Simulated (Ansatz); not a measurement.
**Y3BN4: the band gap up the ladder of functionals**

An exercise on one series of results from a longer session: the logs are not shown, and one member is left open.

The runs shown are made with Ansatz 0.2.0. PAW datasets, plane waves. Note: simulated data, non-magnetic, for a generated structure that need not be the stable one.

## The system as given

The cell was relaxed beforehand with r2SCAN.

Space group P3m1 (No. 156), trigonal; conventional cell a = 3.685 Å, c = 10.732 Å, 15.77 Å³ an atom. B has 1 N at 1.39 Å; Y has 4 N at 2.25 Å; Y has 5 N at 2.20–2.42 Å; Y has 4 N at 2.26 Å; N has 1 B at 1.39 Å.

Structure file:

```cif
data_structure
_symmetry_space_group_name_H-M 'P 1'
_symmetry_Int_Tables_number 1
_cell_length_a 3.6849
_cell_length_b 3.6849
_cell_length_c 10.7317
_cell_angle_alpha 90.000
_cell_angle_beta 90.000
_cell_angle_gamma 120.000
_cell_volume 126.20
loop_
_atom_site_label
_atom_site_type_symbol
_atom_site_fract_x
_atom_site_fract_y
_atom_site_fract_z
_atom_site_occupancy
B1 B 0.33333 0.66667 0.02675 1
Y1 Y 0.33333 0.66667 0.48906 1
Y2 Y 0.66667 0.33333 0.20707 1
Y3 Y 0.66667 0.33333 0.77050 1
N1 N 0.33333 0.66667 0.15599 1
N2 N 0.33333 0.66667 0.69888 1
N3 N 0.66667 0.33333 0.42024 1
N4 N 0.66667 0.33333 0.98150 1
```

Set-up of the first run:

Contents of input.yaml:

```yaml
crystal:
  lattice:
    - [3.6849115245, 0.0, 0.0]
    - [-1.8424557622, 3.1912269909, 0.0]
    - [0.0, 0.0, 10.7316654687]
  atoms:
    - { symbol: B, position: [0.3333333333, 0.6666666667, 0.0267472329] }
    - { symbol: "Y", position: [0.3333333333, 0.6666666667, 0.4890551247] }
    - { symbol: "Y", position: [0.6666666667, 0.3333333333, 0.2070741583] }
    - { symbol: "Y", position: [0.6666666667, 0.3333333333, 0.7705035363] }
    - { symbol: "N", position: [0.3333333333, 0.6666666667, 0.1559935594] }
    - { symbol: "N", position: [0.3333333333, 0.6666666667, 0.6988778795] }
    - { symbol: "N", position: [0.6666666667, 0.3333333333, 0.4202441533] }
    - { symbol: "N", position: [0.6666666667, 0.3333333333, 0.9815043555] }
kpoints:
  mp_grid: { grid: [12, 12, 4] }
  band_path:
    path:
      - [[0.0, 0.0, 0.0], [0.5, -6.832562847718e-17, -1.689461959416e-18], [0.3333333333333, 0.3333333333333, -1.126307972944e-18], [0.0, 0.0, 0.0], [1.804092618417e-36, -3.917185636074e-36, 0.5], [0.5, -6.827582893967e-17, 0.5], [0.3333333333333, 0.3333333333333, 0.5], [1.804092618417e-36, -3.917185636074e-36, 0.5]]
      - [[0.5, -6.827582893967e-17, 0.5], [0.5, -6.832562847718e-17, -1.689461959416e-18]]
      - [[0.3333333333333, 0.3333333333333, 0.5], [0.3333333333333, 0.3333333333333, -1.126307972944e-18]]
    npoints: 10
hamiltonian:
  xc: pbe
scf:
  occupations: { method: fermi_dirac, width: 0.02 }
  n_extra_bands: 6
output:
  forces: true
  stress: true
  eigenvalues: true
```

On the command line:

```bash
> ansatz run input.yaml --threads 4 --pin off --max-ram 6451MiB --backend cpu --events-out ev --progress --plain --runs-dir out
```

Among the steps run: PBE bands along the symmetry lines; r2SCAN at the same geometry; Single point with HSE06; Single point with PBE+SOC; Single point with PBE0.

One of the session's tables, all rows but one given; the rest of the session is left out.

| level | gap (eV) |
| --- | --- |
| PBE | 0.43 |
| r2SCAN | 0.56 |
| HSE06 | ? |
| PBE+SOC | 0.43 |
| PBE0 | 1.72 |

Estimate the missing values for HSE06.

As computed: gap (eV): 1.08. In the column «gap (eV)» it lies between r2SCAN (0.56) and PBE0 (1.72).

Meshes: PBE 12×12×4, r2SCAN 12×12×4, HSE06 6×6×2, PBE+SOC 12×12×4, PBE0 6×6×2

What this shows: PBE+SOC gives the least gap, 0.43 eV, and PBE0 the largest, 1.72 eV. Against HSE06, PBE is short by 0.65 eV, at 40 % of it, and r2SCAN 52 %. PBE0 lies 0.65 eV above HSE06, which differs from it by screening the long-range exchange.

To keep in mind: Warnings in the runs' records: stress exchange threshold loose, stress scf threshold loose.
